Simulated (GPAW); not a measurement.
Crystal: PtSe.

```
Pt Se
1.0
     3.70187    0.00000    0.00000
    -1.85094    3.20591    0.00000
     0.00000    0.00000    3.61284
Pt Se
1 1
Cartesian
  0.0000 0.0000 0.0000
  1.8509 1.0686 1.8064
```

The cell comes from a database or a generator and needn't be the stable form of this composition.

Base run:

* Program: GPAW 26.7.0
* Functional: RPBE
* Potentials or basis: the program's PAW data sets (release 1.2.1) made for this functional
* Cutoff: 600 eV
* Basis: pw
* k mesh: 8 × 8 × 7
* Occupations: fermi-dirac, width 0.05 eV
* Spin: no spin polarisation

Its results: band gap on the k mesh none (metal or under the smearing width); pressure -9.0 GPa.

Q: The run is repeated on the same cell with these changes: functional from RPBE to LDA. What comes out?

A: Band gap on the k mesh none (metal or under the smearing width); pressure -18.4 GPa.

LDA binds more tightly than RPBE, so the same cell stands under less pressure.
